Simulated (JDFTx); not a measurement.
Runs of JDFTx 1.7.0 (patched build) on AlH3. The cell holds a molecule in a box, 4 atoms: a = 12.000 Å, b = 11.000 Å, c = 12.000 Å, α = 90.00°, β = 90.00°, γ = 90.00°. 

```tsv
task	cell	liquid model	variant of the liquid model	solvent	SCF threshold on the energy	start	other keys	largest force (eV/Å)
solvation	as given	NonlinearPCM	GLSSA13	H2O	1e-06 Ha	saved state of an earlier run	-	0.13
relaxation of the atoms	atoms relaxed from: atoms moved at random	-	-	-	1e-07 Ha	-	lcao-params = 0	0.01
solvation	as given	LinearPCM	SoftSphere	H2O	1e-06 Ha	saved state of an earlier run	-	0.14
solvation	as given	LinearPCM	LA12	H2O	1e-06 Ha	saved state of an earlier run	-	2.33
single point	as given	-	-	-	1e-07 Ha	-	-	(a)
solvation	as given	LinearPCM	CANDLE	H2O	1e-06 Ha	saved state of an earlier run	-	(b)
```

Alike in all rows: level RPBE; potentials or basis PseudoDojo-SR-PBE-0.5-standard with smoothed tails; no spin polarisation; k mesh 1 × 1 × 1; cutoff (eV) 980; smearing fixed.

Problem. Fill in the values left out.

Solution. (a) 0.09; (b) 0.10.

Caveats: forces may be off by hundredths of an eV/Å; the potentials were made for another functional, which shifts forces and pressure; forces in the liquid are good to some per cent (some runs); the liquid is a continuum model, checked here against plausible ranges alone (some runs).

Runs at the PBE level aren't shown here.
